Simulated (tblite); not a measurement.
# C8H11F: the cost of one run

Computed with tblite 0.8.0 and PySCF 2.14.0, with density-fitted response routines of our own, on a single molecule in the gas phase. Atoms count from 0, in the outputs and in this text.

**1. The starting structure**

20 atoms, charge 0, multiplicity 1; geometry from: force field or distance geometry start.

Bonds of the start (Å): C0–C1 1.52, C1–C2 1.33, C2–C3 1.50, C3–C4 1.52, C4–C5 1.52, C5–C6 1.50, C6–F7 1.37, C5–C8 1.49, C8–C1 1.46, C8–C3 1.49, C0–H9 1.10, C0–H10 1.12, C0–H11 1.09, C2–H12 1.08, C3–H13 1.07, C4–H14 1.10, C4–H15 1.11, C5–H16 1.13, C6–H17 1.12, C6–H18 1.12, C8–H19 1.10.

**2. Geometry optimisation with GFN2-xTB**

The job: settings as JSON, then the geometry in Å.

```
{"job": {"kind": "relax", "xc": "GFN2-xTB", "basis": "xTB"}, "charge": 0, "multiplicity": 1}
C      2.515100    -1.010500    -0.444400
C      1.424700     0.037400    -0.279700
C      1.445600     1.243300     0.278400
C     -0.005100     1.437500    -0.042000
C     -0.963400     0.902600     1.016700
C     -0.974900    -0.462200     0.350700
C     -2.324500    -0.887500    -0.143900
F     -2.751900     0.035300    -1.067800
C      0.005900     0.070900    -0.637400
H      3.016600    -0.743500    -1.384700
H      2.015300    -2.015700    -0.494100
H      3.176200    -0.947100     0.420200
H      2.175100     1.872900     0.766000
H     -0.290500     2.290800    -0.622500
H     -0.592100     0.911100     2.048300
H     -1.948900     1.408900     0.932200
H     -0.454100    -1.242400     0.983100
H     -2.174800    -1.872400    -0.659700
H     -3.066700    -1.005800     0.684000
H     -0.232600    -0.013000    -1.706400
```

Run with:

```sh
$ OMP_NUM_THREADS=1 python probes_run.py task.json out
```

The driver reads the jobs from task.json and runs them one after another.

**Question.** How long does this first job take on 1 thread of Arm Neoverse N1, shared host, and how much memory does it need?

About 1 s, with a peak of 0.18 GiB.
